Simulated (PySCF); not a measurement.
**CoCl₃: relaxation and vibrations of the quintet**

The task is one start of a wider search on CoCl₃: the quintet, built as trigonal pyramidal. It is relaxed, tested by its Hessian and followed downhill if it is a saddle.

Computed with PySCF 2.14.0. Level: B3LYP, basis Co def2-SVP, Cl def2-SVP, no relativity, density fitting.

## (1) Starting geometry

4 atoms, charge 0, spin multiplicity 5.

Bond lengths: Co1–Cl2 2.100 Å, Co1–Cl3 2.100 Å, Co1–Cl4 2.100 Å. Angles: Cl2–Co1–Cl3 99.8°, Cl2–Co1–Cl4 99.8°, Cl3–Co1–Cl4 99.8°.

```xyz
4
charge 0 multiplicity 5
Co    0.0000    0.0000   -0.6313
Cl    1.8542    0.0000    0.3546
Cl   -0.9271    1.6058    0.3546
Cl   -0.9271   -1.6058    0.3546
```

## (2) Relaxation: trigonal pyramidal start, quintet

The steps below are one call of a driver around PySCF. For each, scf.py gives the equivalent set-up of the SCF; relaxations use the driver's own optimiser. Before each start the driver seeks the lowest SCF state from one or more starting densities and follows internal instabilities, so scf.py alone need not reach the same state.

The program finds C3v symmetry in the start, which this walk keeps. Threshold on the gradient: 0.0003 Eh/bohr, with a further test on the energy change.

The input, scf.py:

```python
from pyscf import gto, scf, dft
mol = gto.M(atom='''
Co     0.000000    -0.000000    -0.631272
Cl     1.854209    -0.000008     0.354628
Cl    -0.927098     1.605796     0.354628
Cl    -0.927111    -1.605788     0.354628''',
    basis={'Co': 'def2-SVP', 'Cl': 'def2-SVP'},
    charge=0, spin=4)
mf = dft.UKS(mol, xc='B3LYP')
mf.grids.atom_grid = (50, 194)
aux = {'Co': 'def2-universal-JKFIT', 'Cl': 'def2-universal-JKFIT'}
mf = mf.density_fit(auxbasis=aux)
mf.kernel()
```

The runs that follow: Hessian and properties.

What does the calculation give? Wanted: minimum; geometry; wavenumbers; dipole moment; highest occupied, lowest empty level; polar-tensor charge of Co1; zero-point energy; atomisation energy; ⟨S²⟩.

As calculated:

| quantity | value |
| --- | --- |
| minimum | quintet, D3h |
| geometry | Co–Cl 2.121 Å (×3); Cl–Co–Cl 120.0° (×3) |
| wavenumbers (cm⁻¹) | 106 (a2''), 109 (e'), 353 (a1'), 456 (e') |
| dipole moment | 0.00 D |
| highest occupied, lowest empty level (either spin) | -8.60, -5.29 eV |
| polar-tensor charge of Co1 | +1.25 e |
| zero-point energy | 9.5 kJ/mol |
| entropy at 298.15 K | 343.3 J/(mol K) |
| atomisation energy (no zero-point energy) | 925 kJ/mol |
| ⟨S²⟩ | 6.009 |

From C3v at the start the molecule goes to a D3h minimum. The strongest infrared band lies at 456 cm⁻¹ (e', stretch). Co1 has a polar-tensor charge of +1.2 e (a dipole derivative, not a static charge), yet symmetry cancels the bond dipoles. Most of the spin sits on Co1 (Mulliken spin 2.83, against 4 for the whole molecule). Only this shape and spin were tried, so other structures or states may lie lower. Open d and f shells are described by one determinant, and the ground state may have another occupation or spin.
